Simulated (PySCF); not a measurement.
# C4H12Pb (PbMe4): the cost of one run

Computed with PySCF 2.14.0 and routines of our own; the level stands in each step. Atoms count from 0.

## 1. The starting structure

17 atoms, charge 0, multiplicity 1; geometry from: GFN2-xTB.

## 2. NMR shieldings: PBE0/pcSseg-1 Pb:us-x2c-TZVPall-2c, spin–orbit

Job settings and geometry (Å):

```
{"job": {"xc": "PBE0", "basis": {"default": "pcSseg-1", "Pb": "us-x2c-TZVPall-2c"}, "rel": "so", "kind": "hnmr"}, "charge": 0, "multiplicity": 1}
Pb     0.002820     0.001320    -0.002930
C     -0.007450    -0.014060     2.296190
H     -1.025570     0.065370     2.650840
H      0.567870     0.822310     2.668810
H      0.426650    -0.936510     2.656510
C      2.172770     0.003950    -0.769990
H      2.174490    -0.114610    -1.844480
H      2.717210    -0.814000    -0.318980
H      2.651600     0.938240    -0.511830
C     -1.083860     1.883900    -0.750940
H     -0.965550     1.974090    -1.821620
H     -0.664500     2.755870    -0.268490
H     -2.135220     1.811860    -0.510250
C     -1.080670    -1.872380    -0.776840
H     -2.052630    -1.951570    -0.309090
H     -0.495430    -2.749630    -0.538110
H     -1.202540    -1.804180    -1.848800
```

Level: PBE0/pcSseg-1 Pb:us-x2c-TZVPall-2c GIAO NMR shielding, X2C with spin-orbit coupling, screened-nuclear two-electron part, Gaussian nuclei, gas phase.

Command:

```console
> OMP_NUM_THREADS=1 python heavy_run.py task.json out
```

The driver reads the jobs from task.json and runs them one after another.

**Question.** How long does this first job take on 1 thread of Arm Neoverse V2, shared host, and how much memory does it need?

About 5.5 min, with a peak of 1.7 GiB.
